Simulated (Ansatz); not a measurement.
# ClFGeH₃NO: small, medium and large basis sets

Aim: see how fast density functionals converge with the basis set for ClFGeH₃NO.

The runs use Ansatz 0.2.0, Gaussian basis; one geometry, several basis sets.

Levels to be run: PBE0-D4/def2-SVP; ωB97M-V/def2-SVP; PBE0-D4/def2-QZVPP; ωB97M-V/def2-QZVPP; the functionals' def2-TZVPP values are taken from earlier runs.

### Step 1. The geometry

An earlier PBE0-D4 in a triple-zeta def2 set relaxation fixed the geometry.

8 atoms, charge 0, spin multiplicity 1.

Atoms are counted from 1 here; the program's logs count them from 0.

Bond lengths: N1–Ge2 1.791 Å, N1–H6 1.010 Å, N1–H7 1.010 Å, Ge2–O3 1.745 Å, Ge2–F4 1.721 Å, Ge2–Cl5 2.143 Å, O3–H8 0.961 Å. Angles: Ge2–N1–H6 115.2°, Ge2–N1–H7 115.2°, H6–N1–H7 110.5°, N1–Ge2–O3 108.1°, N1–Ge2–F4 106.7°, N1–Ge2–Cl5 118.3°, O3–Ge2–F4 111.3°, O3–Ge2–Cl5 108.4°, F4–Ge2–Cl5 104.0°, Ge2–O3–H8 112.6°.

### Step 2. PBE0-D4 in def2-SVP

Input file in.yaml:

```yaml
crystal:
  periodic: [false, false, false]
  atoms:
    - {symbol: N, position_ang: [-1.010254, 0.861159, 0.576138]}
    - {symbol: Ge, position_ang: [0.083836, -0.236758, -0.322080]}
    - {symbol: O, position_ang: [0.774062, -1.365118, 0.816007]}
    - {symbol: F, position_ang: [-0.881260, -1.043063, -1.496292]}
    - {symbol: Cl, position_ang: [1.676578, 0.629414, -1.465344]}
    - {symbol: H, position_ang: [-0.580465, 1.371853, 1.333689]}
    - {symbol: H, position_ang: [-1.564511, 1.479495, 0.001927]}
    - {symbol: H, position_ang: [1.594118, -1.753984, 0.500255]}
basis:
  gaussian: {orbitals: def2-SVP}
hamiltonian: {xc: pbe0, dispersion: d4}
output: {orbitals: {seedname: orbitals}}
```

Run with:

```
ansatz run in.yaml --threads 4 --pin off --events-out ev --progress --plain --max-ram 10444MiB
```

After this run come: ωB97M-V in def2-SVP; PBE0-D4 in def2-QZVPP; ωB97M-V in def2-QZVPP.

**Question.** What will the summary of the whole plan be? Wanted: PBE0-D4: double and triple zeta above quadruple; ωB97M-V: double and triple zeta above quadruple.

As calculated:

```
                                       quantity           value
PBE0-D4: double and triple zeta above quadruple  21.49, 1.97 eV
ωB97M-V: double and triple zeta above quadruple  21.51, 1.90 eV
```

PBE0-D4 gains 19.51 eV from double to triple zeta, then 1.97 eV more. These are total energies; as a rule much of such shifts cancels in differences, which this series doesn't test. The LUMO of ωB97M-V is positive and keeps falling with the basis (1.85 to 0.93 eV): an unbound level that the basis holds in place.
